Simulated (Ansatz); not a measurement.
# ZrW17S36 (Tungstenite): the cost of one run

Method: DFT, PBE, plane-wave PAW, default files, scalar-relativistic, as far as a step names no other, in Ansatz 0.2.0.

The COD entry's cell or inner coordinates are ideal or old and differ from later refinements, so a difference from it is no clean test against experiment.

1 further run of the same task is left out (it didn't finish).

## Step 1: The structure to begin with

The structure is hexagonal, space group P-6m2 (No. 187). Conventional cell: a = 9.540 Å, b = 9.540 Å, c = 12.500 Å, α = 90.00°, β = 90.00°, γ = 120.00°. Around Zr (site symmetry -6m2) lie 6 S at 2.41 Å. W (site symmetry m) has 6 S at 2.41 Å as nearest neighbours. W (site symmetry -6m2) is surrounded by 6 S at 2.41 Å. Around W (site symmetry mm2) lie 6 S at 2.41 Å. S (site symmetry 3m) is surrounded by 3 W at 2.41 Å. Only part of the 14 independent sites is listed.

As a file:

```xyz
54
Lattice="9.5400 0.0000 0.0000 -4.7700 8.2619 0.0000 0.0000 0.0000 12.5000" Properties=species:S:1:pos:R:3 pbc="T T T"
Zr    0.0000    1.8360    3.1250
W    -1.5900    4.5899    3.1250
W    -3.1800    7.3439    3.1250
W     3.1800    1.8360    3.1250
W     1.5900    4.5899    3.1250
W     0.0000    7.3439    3.1250
W     6.3600    1.8360    3.1250
W     4.7700    4.5899    3.1250
W     3.1800    7.3439    3.1250
W     1.5900    0.9180    9.3750
W     0.0000    3.6719    9.3750
W    -1.5900    6.4259    9.3750
W     4.7700    0.9180    9.3750
W     3.1800    3.6719    9.3750
W     1.5900    6.4259    9.3750
W     7.9500    0.9180    9.3750
W     6.3600    3.6719    9.3750
W     4.7700    6.4259    9.3750
S     0.0000    1.8360    7.8125
S    -1.5900    4.5899    7.8125
S    -3.1800    7.3439    7.8125
S     3.1800    1.8360    7.8125
S     1.5900    4.5899    7.8125
S     0.0000    7.3439    7.8125
S     6.3600    1.8360    7.8125
S     4.7700    4.5899    7.8125
S     3.1800    7.3439    7.8125
S     1.5900    0.9180    1.5625
S     0.0000    3.6719    1.5625
S    -1.5900    6.4259    1.5625
S     4.7700    0.9180    1.5625
S     3.1800    3.6719    1.5625
S     1.5900    6.4259    1.5625
S     7.9500    0.9180    1.5625
S     6.3600    3.6719    1.5625
S     4.7700    6.4259    1.5625
S     0.0000    1.8360   10.9375
S    -1.5900    4.5899   10.9375
S    -3.1800    7.3439   10.9375
S     3.1800    1.8360   10.9375
S     1.5900    4.5899   10.9375
S     0.0000    7.3439   10.9375
S     6.3600    1.8360   10.9375
S     4.7700    4.5899   10.9375
S     3.1800    7.3439   10.9375
S     1.5900    0.9180    4.6875
S     0.0000    3.6719    4.6875
S    -1.5900    6.4259    4.6875
S     4.7700    0.9180    4.6875
S     3.1800    3.6719    4.6875
S     1.5900    6.4259    4.6875
S     7.9500    0.9180    4.6875
S     6.3600    3.6719    4.6875
S     4.7700    6.4259    4.6875
```

Atom 1 of the input is the impurity.

## Step 2: First run, atoms as given

The input, input.yaml:

```yaml
crystal:
  lattice:
    - [9.54, 0.0, 0.0]
    - [-4.77, 8.261882352, 0.0]
    - [0.0, 0.0, 12.5]
  atoms:
    - { symbol: Zr, position: [0.1111111111, 0.2222222222, 0.25] }
    - { symbol: W, position: [0.1111111111, 0.5555555556, 0.25] }
    - { symbol: W, position: [0.1111111111, 0.8888888889, 0.25] }
    - { symbol: W, position: [0.4444444444, 0.2222222222, 0.25] }
    - { symbol: W, position: [0.4444444444, 0.5555555556, 0.25] }
    - { symbol: W, position: [0.4444444444, 0.8888888889, 0.25] }
    - { symbol: W, position: [0.7777777778, 0.2222222222, 0.25] }
    - { symbol: W, position: [0.7777777778, 0.5555555556, 0.25] }
    - { symbol: W, position: [0.7777777778, 0.8888888889, 0.25] }
    - { symbol: W, position: [0.2222222222, 0.1111111111, 0.75] }
    - { symbol: W, position: [0.2222222222, 0.4444444444, 0.75] }
    - { symbol: W, position: [0.2222222222, 0.7777777778, 0.75] }
    - { symbol: W, position: [0.5555555556, 0.1111111111, 0.75] }
    - { symbol: W, position: [0.5555555556, 0.4444444444, 0.75] }
    - { symbol: W, position: [0.5555555556, 0.7777777778, 0.75] }
    - { symbol: W, position: [0.8888888889, 0.1111111111, 0.75] }
    - { symbol: W, position: [0.8888888889, 0.4444444444, 0.75] }
    - { symbol: W, position: [0.8888888889, 0.7777777778, 0.75] }
    - { symbol: S, position: [0.1111111111, 0.2222222222, 0.625] }
    - { symbol: S, position: [0.1111111111, 0.5555555556, 0.625] }
    - { symbol: S, position: [0.1111111111, 0.8888888889, 0.625] }
    - { symbol: S, position: [0.4444444444, 0.2222222222, 0.625] }
    - { symbol: S, position: [0.4444444444, 0.5555555556, 0.625] }
    - { symbol: S, position: [0.4444444444, 0.8888888889, 0.625] }
    - { symbol: S, position: [0.7777777778, 0.2222222222, 0.625] }
    - { symbol: S, position: [0.7777777778, 0.5555555556, 0.625] }
    - { symbol: S, position: [0.7777777778, 0.8888888889, 0.625] }
    - { symbol: S, position: [0.2222222222, 0.1111111111, 0.125] }
    - { symbol: S, position: [0.2222222222, 0.4444444444, 0.125] }
    - { symbol: S, position: [0.2222222222, 0.7777777778, 0.125] }
    - { symbol: S, position: [0.5555555556, 0.1111111111, 0.125] }
    - { symbol: S, position: [0.5555555556, 0.4444444444, 0.125] }
    - { symbol: S, position: [0.5555555556, 0.7777777778, 0.125] }
    - { symbol: S, position: [0.8888888889, 0.1111111111, 0.125] }
    - { symbol: S, position: [0.8888888889, 0.4444444444, 0.125] }
    - { symbol: S, position: [0.8888888889, 0.7777777778, 0.125] }
    - { symbol: S, position: [0.1111111111, 0.2222222222, 0.875] }
    - { symbol: S, position: [0.1111111111, 0.5555555556, 0.875] }
    - { symbol: S, position: [0.1111111111, 0.8888888889, 0.875] }
    - { symbol: S, position: [0.4444444444, 0.2222222222, 0.875] }
    - { symbol: S, position: [0.4444444444, 0.5555555556, 0.875] }
    - { symbol: S, position: [0.4444444444, 0.8888888889, 0.875] }
    - { symbol: S, position: [0.7777777778, 0.2222222222, 0.875] }
    - { symbol: S, position: [0.7777777778, 0.5555555556, 0.875] }
    - { symbol: S, position: [0.7777777778, 0.8888888889, 0.875] }
    - { symbol: S, position: [0.2222222222, 0.1111111111, 0.375] }
    - { symbol: S, position: [0.2222222222, 0.4444444444, 0.375] }
    - { symbol: S, position: [0.2222222222, 0.7777777778, 0.375] }
    - { symbol: S, position: [0.5555555556, 0.1111111111, 0.375] }
    - { symbol: S, position: [0.5555555556, 0.4444444444, 0.375] }
    - { symbol: S, position: [0.5555555556, 0.7777777778, 0.375] }
    - { symbol: S, position: [0.8888888889, 0.1111111111, 0.375] }
    - { symbol: S, position: [0.8888888889, 0.4444444444, 0.375] }
    - { symbol: S, position: [0.8888888889, 0.7777777778, 0.375] }
kpoints:
  mp_grid: { grid: [3, 3, 2] }
scf:
  occupations: { method: fermi_dirac, width: 0.01 }
hamiltonian:
  xc: pbe
  pseudopotentials: { kind: paw }
output:
  forces: true
  stress: true
  populations: true
  efg:
    quadrupole_moments_barn: { Zr: -0.176, S: -0.0694 }
    contact_densities: true
  write_density: true
  write_potential: true
  elf: true
  volumetric_format: npy
```

Command:

```sh
> ansatz run input.yaml --threads 4 --pin off --max-ram 8192MiB --backend cpu --events-out ev --progress --plain --runs-dir out
```

What time and memory should one allow on 4 threads of Arm Neoverse V1, shared host?

About 2.2 min, with a peak of 5.4 GiB.
